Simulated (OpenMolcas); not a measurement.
**One shape, several levels: Be3O3 ((BeO)3 ring)**

Aim: a comparison of 4 runs (HF/STO-3G, PBE/STO-3G, PBE0/def2-SVP, B3LYP/6-31G*) of Be3O3 ((BeO)3 ring). 

The calculation is run with OpenMolcas 26.06.

2 further runs of the same task are left out: 2 set aside as unsound or not needed.

## (1) The structure to begin with

Be3O3: 6 atoms, total charge 0, spin state singlet. Geometry: a GFN2-xTB relaxation, a rough one for these elements and not checked as a minimum.

Bond lengths: Be1–O2 1.427 Å, O2–Be3 1.427 Å, Be3–O4 1.427 Å, O4–Be5 1.427 Å, Be1–O6 1.427 Å, Be5–O6 1.427 Å. Angles: Be1–O2–Be3 105.8°, O2–Be1–O6 134.2°, O2–Be3–O4 134.2°, Be3–O4–Be5 105.7°, O4–Be5–O6 134.3°, Be1–O6–Be5 105.7°.

## (2) Energy and gradient at HF/STO-3G (run 1)

The input, job.inp:

```
&GATEWAY
 BasLib = $CurrDir
 BasisSet
 Be.STO-3G....
 Be1 -1.301580 -0.162320 0.079800 angstrom
 Be3 0.750950 -0.947660 -0.516510 angstrom
 Be5 0.550580 1.108890 0.436810 angstrom
 End of Basis
 BasisSet
 O.STO-3G....
 O2 -0.636430 -1.281570 -0.504670 angstrom
 O4 1.503830 0.188080 -0.092760 angstrom
 O6 -0.867340 1.094580 0.597320 angstrom
 End of Basis

&SEWARD

&SCF
 Thresholds = 1e-10 1e-07 1e-07 1e-05
 PrOrbitals = 1 2

&ALASKA
```

The basis set STO-3G is read from a file made from the Basis Set Exchange's data (not shown).

Run with:

```
export MOLCAS_MEM=1860
pymolcas job.inp > job.log
```

The program printed:

```text
--- Start Module: gateway ---
[...]
--- Stop Module: gateway /rc=_RC_ALL_IS_WELL_ ---
[...]
      Basis functions           30
[...]
--- Start Module: scf ---
[...]
       Convergence after  15 Iterations
[...]
::    Total SCF energy                               -265.2153055208
[...]
      Total spin, S                                     0.0000000000
[...]
      Total electronic charge=   36.000000
      Total            charge=   -0.000000
[...]
      Dipole Moment (debye):
      Origin of the operator (angstrom)=    0.0000    0.0001   -0.0000
                   X= -6.6743E-04               Y= -7.1938E-03               Z= -1.6624E-04           Total=  7.2266E-03
      Quadrupole Moment (debye*angstrom):
[...]
--- Stop Module: scf /rc=_RC_ALL_IS_WELL_ ---
--- Start Module: alaska ---
[...]
 *              Molecular gradients               *
 **************************************************
  Irreducible representation: a
 ------------------------------------------------------------------------------------------
                              X                       Y                       Z
 ------------------------------------------------------------------------------------------
  BE1              -2.40891015937144E-02   -2.77266877116833E-03    1.56719981760328E-03
  BE3               1.40728236611465E-02   -1.76067360896908E-02   -9.50465205925588E-03
  BE5               9.94711441868357E-03    2.03370674181804E-02    8.08886502028527E-03
  O2               -3.99959974398723E-03   -8.16389590656641E-03   -3.26600091674578E-03
  O4                9.76076221250288E-03    1.12727380067934E-03   -7.53353492278674E-04
  O6               -5.69199895464223E-03    7.07895954855076E-03    3.86794163039728E-03
 ------------------------------------------------------------------------------------------
--- Stop Module: alaska /rc=_RC_ALL_IS_WELL_ ---
[...]
```

Wall time 2 s (1 thread of Arm Neoverse V2, shared host); peak memory 0.37 GiB.

## (3) Energy and forces at PBE/STO-3G (run 2)

The input, run.inp:

```
&GATEWAY
  BasLib
  $CurrDir
  Coord
  6
  angstrom
  Be      -1.301580      -0.162320       0.079800
  O       -0.636430      -1.281570      -0.504670
  Be       0.750950      -0.947660      -0.516510
  O        1.503830       0.188080      -0.092760
  Be       0.550580       1.108890       0.436810
  O       -0.867340       1.094580       0.597320
  Basis
  STO-3G
  Group
  NoSym

&SEWARD
  GridInput
  Grid=UltraFine
  End of Grid

&SCF
  KSDFT
  PBE
  Thresholds
  1e-10 1e-07 1e-07 1e-05
  PrOrbitals
  1 2

&ALASKA
```

The basis set STO-3G is read from a file made from the Basis Set Exchange's data (not shown).

Run with:

```
export MOLCAS_MEM=1860
pymolcas run.inp > run.log
```

The program printed:

```text
--- Start Module: gateway ---
[...]
--- Stop Module: gateway /rc=_RC_ALL_IS_WELL_ ---
[...]
      Basis functions           30
[...]
--- Start Module: scf ---
[...]
       Convergence after  14 Iterations
[...]
::    Total KS-DFT energy                            -266.2520262176
[...]
      Total spin, S                                     0.0000000000
[...]
      Total electronic charge=   36.000000
      Total            charge=   -0.000000
[...]
      Dipole Moment (debye):
      Origin of the operator (angstrom)=    0.0000    0.0001   -0.0000
                   X= -5.0062E-04               Y= -4.6823E-03               Z= -4.8845E-04           Total=  4.7343E-03
      Quadrupole Moment (debye*angstrom):
[...]
--- Stop Module: scf /rc=_RC_ALL_IS_WELL_ ---
[...]
--- Start Module: alaska ---
[...]
 *              Molecular gradients               *
 **************************************************
  Irreducible representation: a
 ------------------------------------------------------------------------------------------
                              X                       Y                       Z
 ------------------------------------------------------------------------------------------
  BE1              -4.04162058168556E-03   -2.56270041974704E-04    3.42267354890458E-04
  O2                8.82360089238077E-03    1.76176393896963E-02    6.90708429745079E-03
  BE3               2.48210228112589E-03   -2.95058402625603E-03   -1.56630999250917E-03
  O4               -2.05577575218374E-02   -2.71828191646195E-03    1.13882320973735E-03
  BE5               1.49080995323425E-03    3.34319076350731E-03    1.36657079564340E-03
  O6                1.18028649767563E-02   -1.50356941685530E-02   -8.18843566520933E-03
 ------------------------------------------------------------------------------------------
--- Stop Module: alaska /rc=_RC_ALL_IS_WELL_ ---
[...]
```

Wall time 7.5 s (1 thread of Arm Neoverse V2, shared host); peak memory 0.37 GiB.

Run 3 isn't shown in full; the table further down has it.

## (4) Energy and gradient at B3LYP/6-31G(d) (Cartesian functions) (run 4)

The input, geom.xyz:

```xyz
6

Be    -1.301580    -0.162320     0.079800
O     -0.636430    -1.281570    -0.504670
Be     0.750950    -0.947660    -0.516510
O      1.503830     0.188080    -0.092760
Be     0.550580     1.108890     0.436810
O     -0.867340     1.094580     0.597320
```

The input, mol.input:

```
* Be3O3 Kohn-Sham DFT
&GATEWAY
BasLib=$CurrDir
Coord=geom.xyz
Basis=6-31Gs
Group=NoSym
&SEWARD
GridInput
Grid=UltraFine
End of Grid
&SCF
KSDFT=B3LYP
Thresholds=1e-10 1e-07 1e-07 1e-05
PrOrbitals=1 1
&ALASKA
```

The basis set 6-31G* is read from a file made from the Basis Set Exchange's data (not shown).

Run with:

```
export MOLCAS_MEM=1860
pymolcas mol.input > mol.log
```

The program printed:

```text
--- Start Module: gateway ---
[...]
--- Stop Module: gateway /rc=_RC_ALL_IS_WELL_ ---
[...]
      Basis functions           90
[...]
--- Start Module: scf ---
[...]
       Convergence after  14 Iterations
[...]
::    Total KS-DFT energy                            -270.2426550567
[...]
      Total spin, S                                     0.0000000000
[...]
      Total electronic charge=   36.000000
      Total            charge=   -0.000000
[...]
      Dipole Moment (debye):
      Origin of the operator (angstrom)=    0.0000    0.0001   -0.0000
                   X= -8.0449E-04               Y= -9.0624E-03               Z= -2.1944E-04           Total=  9.1006E-03
      Quadrupole Moment (debye*angstrom):
[...]
--- Stop Module: scf /rc=_RC_ALL_IS_WELL_ ---
[...]
--- Start Module: alaska ---
[...]
 *              Molecular gradients               *
 **************************************************
  Irreducible representation: a
 ------------------------------------------------------------------------------------------
                              X                       Y                       Z
 ------------------------------------------------------------------------------------------
  BE1              -1.14407928875098E-02   -1.26791355542488E-03    7.70247229847920E-04
  O2                1.55976265387823E-02    3.12898255448371E-02    1.22815642091627E-02
  BE3               6.69436596584294E-03   -8.35263834212174E-03   -4.50176020681425E-03
  O4               -3.65660554491321E-02   -4.69135821683375E-03    2.13545272672455E-03
  BE5               4.67768080451503E-03    9.68153471810851E-03    3.86471658462151E-03
  O6                2.10371750275176E-02   -2.66594501485713E-02   -1.45502205435886E-02
 ------------------------------------------------------------------------------------------
--- Stop Module: alaska /rc=_RC_ALL_IS_WELL_ ---
[...]
```

Run time: 28 s. Hardware: 1 thread of Arm Neoverse V2, shared host; peak memory 0.49 GiB.

## (5) All runs side by side

```tsv
run	level	integration grid	Cartesian functions	energy (Eh)	dipole moment (D)	HOMO energy (eV)	LUMO energy (eV)	wall time
1	HF/STO-3G	–	no	-265.215306	0.01	-9.09	4.79	2 s
2	PBE/STO-3G	UltraFine	no	-266.252026	0.00	-4.12	-0.19	7.5 s
3	PBE0/def2-SVP	UltraFine	no	-269.646653	0.01	-8.62	-1.30	14 s
4	B3LYP/6-31G* (Cartesian functions)	UltraFine	yes	-270.242655	0.01	-7.90	-1.30	28 s
```

## (6) Results

| quantity | value |
| --- | --- |
| run 4: total energy | -270.24266 Eh |
| run 4: dipole moment | 0.01 D |
| run 4: HOMO energy | -7.90 eV |
| run 4: LUMO energy | -1.30 eV |
| run 4: HOMO–LUMO gap | 6.60 eV |
| run 4: largest force on an atom | 1.906 eV/Å |

**Reading.** The HOMO–LUMO gap runs from 3.93 eV (PBE/STO-3G) to 13.88 eV (HF/STO-3G). Exact exchange widens orbital gaps. Totals of different functionals can't be ranked against each other. In runs 1, 2 the basis is minimal, so the values are rough. All runs together took 51 s, the longest 28 s.
